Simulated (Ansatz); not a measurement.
Set up this calculation in Ansatz 0.2.0, as the native input.

```yaml
Task: single point
Functional: PBE
Potentials_or_basis: Ansatz PAW
Cutoff: "420 eV (not typed: the program's choice for these potentials)"
k_mesh: 7 × 7 × 4
Occupations: fermi-dirac, width 0.05 eV
Spin: collinear spin, ferromagnetic start
Starting_moments: "[0.0, 0.0, 3.0, 3.0, 0.0, 0.0, 0.0, 0.0, 0.0] μB"
```

CsLiCr2Te2S3:

```
CELL_PARAMETERS angstrom
7.28959 -2.10433 0.01772
7.28959 2.10433 0.01772
-2.53315 0.00000 7.28100
ATOMIC_POSITIONS crystal
Cs 0.49525 0.49742 0.99656
Li 0.99567 0.00049 0.50531
Cr 0.33435 0.32849 0.43748
Cr 0.67185 0.67295 0.56567
Te 0.81050 0.79897 0.16831
Te 0.19411 0.19148 0.83081
S 0.17184 0.15170 0.39344
S 0.83031 0.84483 0.60307
S 0.49183 0.50324 0.49889
```

The cell was built by a generator and needn't be a form met in nature.

The cell isn't the ideal one: atoms moved at random, drawn with an rms of 0.05 Å.

These files were run (other wordings do the same):

input.yaml

```yaml
crystal:
  lattice:
    - [7.28959, -2.10433, 0.01772]
    - [7.28959, 2.10433, 0.01772]
    - [-2.53315, 0.0, 7.281]
  atoms:
    - { symbol: Cs, position: [0.49525, 0.497424, -0.003435] }
    - { symbol: Li, position: [-0.004332, 0.000493, 0.505307] }
    - { symbol: Cr, position: [0.334351, 0.328492, 0.437482], spin: 3.0 }
    - { symbol: Cr, position: [0.671851, 0.672955, 0.565669], spin: 3.0 }
    - { symbol: Te, position: [0.810504, 0.798972, 0.168305] }
    - { symbol: Te, position: [0.194113, 0.19148, 0.830813] }
    - { symbol: S, position: [0.171843, 0.151701, 0.393443] }
    - { symbol: S, position: [0.830314, 0.844834, 0.603069] }
    - { symbol: S, position: [0.49183, 0.503242, 0.498887] }
hamiltonian:
  xc: pbe
  pseudopotentials: { kind: paw }
magnetization:
  spin_polarized: true
kpoints:
  mp_grid: { grid: [7, 7, 4] }
scf:
  occupations: { method: fermi_dirac, width: 0.05 }
output:
  forces: true
  stress: true
  eigenvalues: true
```

Potentials or basis: Ansatz PAW.

Launch:

```sh
$ ansatz run input.yaml --threads 8 --pin off --max-ram 20480MiB --backend cpu --events-out ev --progress --plain --runs-dir out
```

Results of the run:

The pressure is -0.3 GPa, the largest force is 0.569 eV/Å and the band gap on the k mesh is none (metal or under the smearing width). The net moment is 5.27 μB per cell and the absolute moment is 7.05 μB per cell. The site moments are Cs +0.00; Li +0.00; Cr +2.58, +2.64; Te -0.15, -0.14; S -0.14, -0.03 μB.

Caveat: only a ferromagnetic start was run, and an antiferromagnetic order may lie lower in energy.

Wall time 2.1 min on 8 threads of Arm Neoverse V1, on a shared host, peak memory 2.9 GiB.
